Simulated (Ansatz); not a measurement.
# FH11N5Ta: the cost of one run

All numbers below are computed with Ansatz 0.2.0 (RKS PBE/def2-SVP).

## Step 1: The system as given

Bond lengths (14 of 17 bonds, heavy atoms first): Ta1–N2 2.510 Å, Ta1–N5 2.160 Å, Ta1–N8 2.160 Å, Ta1–N11 2.160 Å, Ta1–N14 2.160 Å, Ta1–F17 2.230 Å, N2–H3 1.060 Å, N2–H4 1.060 Å, N5–H6 1.060 Å, N5–H7 1.060 Å, N8–H9 1.060 Å, N8–H10 1.060 Å, N11–H12 1.060 Å, N11–H13 1.060 Å. Angles (14 of 36 angles, heavy atoms first): N2–Ta1–N5 90.0°, N2–Ta1–N8 90.0°, N2–Ta1–N11 120.0°, N2–Ta1–N14 120.0°, N2–Ta1–F17 71.6°, N5–Ta1–N8 180.0°, N5–Ta1–N11 90.0°, N5–Ta1–N14 90.0°, N5–Ta1–F17 59.6°, N8–Ta1–N11 90.0°, N8–Ta1–N14 90.0°, N8–Ta1–F17 120.4°, N11–Ta1–N14 120.0°, N11–Ta1–F17 148.6°.

Structure file:

```xyz
18

Ta    0.0000    0.0000    0.0000
N     2.5100    0.0000    0.0000
H     3.0400   -0.5118    0.7620
H     3.0400    0.5118   -0.7620
N     0.0000    0.0000    2.1600
H    -0.2456   -0.8845    2.6900
H     0.2456    0.8845    2.6900
N     0.0000    0.0000   -2.1600
H    -0.6116   -0.6845   -2.6900
H     0.6116    0.6845   -2.6900
N    -1.0800    1.8706    0.0000
H    -1.6414    2.1584    0.8518
H    -1.0486    2.5007   -0.8518
N    -1.0800   -1.8706    0.0000
H    -1.8056   -2.0636    0.7482
H    -0.8844   -2.5955   -0.7482
F     0.7032   -1.7912    1.1270
H     1.9054   -1.1844    0.7452
```

## Step 2: A restrained relaxation towards end A

Springs on the bonds that form and break draw the guess towards this end; the thresholds are loose.

The input, input.yaml:

```yaml
crystal:
  periodic: [false, false, false]
  atoms:
    - { symbol: Ta, position_ang: [0.0, 0.0, 0.0] }
    - { symbol: "N", position_ang: [2.51, 0.0, 0.0] }
    - { symbol: H, position_ang: [3.04, -0.5118, 0.762] }
    - { symbol: H, position_ang: [3.04, 0.5118, -0.762] }
    - { symbol: "N", position_ang: [0.0, 0.0, 2.16] }
    - { symbol: H, position_ang: [-0.2456, -0.8845, 2.69] }
    - { symbol: H, position_ang: [0.2456, 0.8845, 2.69] }
    - { symbol: "N", position_ang: [0.0, 0.0, -2.16] }
    - { symbol: H, position_ang: [-0.6116, -0.6845, -2.69] }
    - { symbol: H, position_ang: [0.6116, 0.6845, -2.69] }
    - { symbol: "N", position_ang: [-1.08, 1.8706, 0.0] }
    - { symbol: H, position_ang: [-1.6414, 2.1584, 0.8518] }
    - { symbol: H, position_ang: [-1.0486, 2.5007, -0.8518] }
    - { symbol: "N", position_ang: [-1.08, -1.8706, 0.0] }
    - { symbol: H, position_ang: [-1.8056, -2.0636, 0.7482] }
    - { symbol: H, position_ang: [-0.8844, -2.5955, -0.7482] }
    - { symbol: F, position_ang: [0.7032, -1.7912, 1.127] }
    - { symbol: H, position_ang: [1.9054, -1.1844, 0.7452] }
basis:
  gaussian: { orbitals: def2-SVP }
hamiltonian:
  xc: pbe
relax:
  f_tol: 0.15
  max_steps: 25
  restrain:
    - { distance: [0, 16], at: 3.13, k: 30.0 }
    - { distance: [17, 1], at: 2.26, k: 30.0 }
    - { distance: [0, 1], at: 2.16, k: 30.0 }
    - { distance: [17, 16], at: 0.92, k: 30.0 }
```

The run is started by

```console
> ansatz run input.yaml --threads 4 --pin off --max-ram 5120MiB --backend cpu --events-out ev --progress --plain --runs-dir out
```

Q: Estimate wall time and peak memory on 4 threads of Arm Neoverse V2, shared host.

About 61 s, with a peak of 0.26 GiB.
